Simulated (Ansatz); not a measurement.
# HF/STO-3G run of BH2O2F (SMILES OB(O)F)

What is the electronic atomisation energy of BH2O2F at HF/STO-3G? 

Program for the calculation: Ansatz 0.2.0.

57 further runs of the same task are left out: 57 set aside as unsound or not needed.

## Step 1: The structure to begin with

BH2O2F: 6 atoms, total charge 0, spin state singlet. SMILES: `OB(O)F`. The shape is that of a PBE0-D4/def2-TZVP optimisation. This is one conformer, not always the lowest.

Bond lengths: O1–B2 1.360 Å, B2–O3 1.352 Å, B2–F4 1.333 Å, O1–H5 0.960 Å, O3–H6 0.960 Å. Angles: O1–B2–O3 121.6°, O1–B2–F4 120.5°, O3–B2–F4 117.9°, B2–O1–H5 113.1°, B2–O3–H6 112.5°.

## Step 2: A single-point energy at HF/STO-3G

Input file input.yaml:

```yaml
basis:
  gaussian: {orbitals: STO-3G}
crystal:
  periodic: [false, false, false]
  atoms:
    - {symbol: O, position_ang: [-0.477500, 0.971000, -0.208400]}
    - {symbol: B, position_ang: [-0.023800, -0.307500, -0.106500]}
    - {symbol: O, position_ang: [0.989400, -0.635200, 0.726100]}
    - {symbol: F, position_ang: [-0.573100, -1.280600, -0.833200]}
    - {symbol: H, position_ang: [-1.198900, 1.066100, -0.834300]}
    - {symbol: H, position_ang: [1.326000, 0.122200, 1.210000]}
accuracy: high
hamiltonian: {xc: hf}
output: {orbitals: {seedname: orbitals}}
```

Run with:

```bash
ansatz run input.yaml --threads 1 --pin off --max-ram 3480MiB --events-out events.jsonl --progress --plain --runs-dir runs
```

The log of the run:

```text
Warning: RAYON_NUM_THREADS=1 ignored (pool sized by the plan → 1); use --threads N
Functional definition: HF
  name "HF"
  exchange = exact_x
  correlation = 0
420 factors; integrals over basis functions are off by at most 4.2e-8 eV
mean field evaluation 1: about -7382.7304 eV, gradient 2.8e1 eV
mean field evaluation 2: about -7382.8260 eV, gradient 2.9e1 eV
mean field evaluation 4: about -7385.5048 eV, gradient 1.2e0 eV
mean field evaluation 8: about -7385.5090 eV, gradient 3.7e-5 eV
mean field -7385.50903440 eV, -271.4124509363 hartree, gradient 1.1e-8 eV, S^2 0.000000; 0 other end points of the search recorded, 0 dependent functions left out
reference -7385.50903440 eV, -271.4124509363 hartree; 16, 16 occupied and 6, 6 virtual orbitals, 420 factors
Total energy: -7385.50903440 eV, -271.4124509363 hartree
```

Run time: 0.22 s. Hardware: 1 thread of Arm Neoverse N1, shared host.

## Step 3: The B atom

Input file job.yaml:

```yaml
basis:
  gaussian: {orbitals: STO-3G}
crystal:
  periodic: [false, false, false]
  atoms:
    - {symbol: B, position_ang: [0.000000, 0.000000, 0.000000]}
magnetization: {spin_polarized: true, initial_magnetization: 1}
hamiltonian: {xc: hf}
accuracy: high
```

Run with:

```bash
ansatz run job.yaml --threads 1 --pin off --max-ram 3480MiB --events-out events.jsonl --progress --plain --runs-dir runs
```

The log of the run:

```text
Warning: RAYON_NUM_THREADS=1 ignored (pool sized by the plan → 1); use --threads N
[... 4 set-up lines as earlier in the session ...]
15 factors; integrals over basis functions are off by at most 8.9e-10 eV
mean field evaluation 1: about -657.1275 eV, gradient 2.3e-14 eV
mean field evaluation 2: about -655.6556 eV, gradient 5.8e0 eV
mean field evaluation 4: about -656.3328 eV, gradient 3.7e0 eV
mean field evaluation 8: about -657.1193 eV, gradient 1.7e-1 eV
mean field evaluation 16: about -655.6556 eV, gradient 5.8e0 eV
mean field -657.12745801 eV, -24.1489886649 hartree, gradient 0.0e0 eV, S^2 0.750000; 3 other end points of the search recorded, 0 dependent functions left out
reference -657.12745801 eV, -24.1489886649 hartree; 3, 2 occupied and 2, 3 virtual orbitals, 15 factors
Total energy: -657.12745801 eV, -24.1489886649 hartree
```

Run time: 0.04 s. Hardware: 1 thread of Arm Neoverse N1, shared host.

## Step 4: The F atom, same level

Input file job.yaml:

```yaml
basis:
  gaussian:
    orbitals: STO-3G
crystal:
  periodic: [false, false, false]
  atoms:
    - {symbol: F, position_ang: [0.000000, 0.000000, 0.000000]}
magnetization:
  spin_polarized: true
  initial_magnetization: 1
hamiltonian:
  xc: hf
accuracy: high
```

Run the same way, it converges to -97.98651 Eh (log not shown).

## Step 5: The H atom

Input file job.yaml:

```yaml
crystal:
  periodic: [false, false, false]
  atoms:
    - {symbol: H, position_ang: [0.000000, 0.000000, 0.000000]}
basis:
  gaussian: {orbitals: STO-3G}
total_charge: 0
magnetization: {spin_polarized: true, initial_magnetization: 1}
hamiltonian: {xc: hf}
accuracy: high
```

Run with:

```bash
ansatz run job.yaml --threads 1 --pin off --max-ram 3480MiB --events-out events.jsonl --progress --plain --runs-dir runs
```

The log of the run:

```text
Warning: RAYON_NUM_THREADS=1 ignored (pool sized by the plan → 1); use --threads N
[... 4 set-up lines as earlier in the session ...]
1 factors; integrals over basis functions are off by at most 4.6e-10 eV
mean field evaluation 1: about -12.6963 eV, gradient 0.0e0 eV
mean field evaluation 2: about -12.6963 eV, gradient 0.0e0 eV
mean field -12.69633895 eV, -0.4665818504 hartree, gradient 0.0e0 eV, S^2 0.750000; 0 other end points of the search recorded, 0 dependent functions left out
reference -12.69633895 eV, -0.4665818504 hartree; 1, 0 occupied and 0, 1 virtual orbitals, 1 factors
Total energy: -12.69633895 eV, -0.4665818504 hartree
```

Run time: 0.04 s. Hardware: 1 thread of Arm Neoverse N1, shared host.

## Step 6: The O atom, same level

Input file molecule.yaml:

```yaml
crystal:
  periodic: [false, false, false]
  atoms:
    - symbol: O
      position_ang: [0.000000, 0.000000, 0.000000]
basis:
  gaussian: {orbitals: STO-3G}
accuracy: high
magnetization: {spin_polarized: true, initial_magnetization: 2}
hamiltonian: {xc: hf}
```

Run the same way, it converges to -73.80415 Eh (log not shown).

## Step 7: Outcome

Level: HF/STO-3G.

| quantity | value |
| --- | --- |
| molecule: total energy | -271.41245 Eh |
| molecule: HOMO energy | -10.46 eV |
| molecule: LUMO energy | 10.43 eV |
| molecule: HOMO–LUMO gap | 20.89 eV |
| B atom: total energy | -24.14899 Eh |
| B atom: ⟨S²⟩ | 0.750 |
| F atom: total energy | -97.98651 Eh |
| F atom: ⟨S²⟩ | 0.750 |
| H atom: total energy | -0.46658 Eh |
| H atom: ⟨S²⟩ | 0.750 |
| O atom: total energy | -73.80415 Eh |
| O atom: ⟨S²⟩ | 2.000 |
| electronic atomisation energy | 20.014 eV |

What this shows: Taking the molecule apart into free atoms costs 20.01 eV (462 kcal/mol), before zero-point energy and without spin-orbit coupling. Hartree–Fock lacks the correlation of the bonding pairs, which as a rule makes this value much too low; in minimal bases other errors can mask that. In a minimal basis such a difference can be off by several eV, whatever the method.
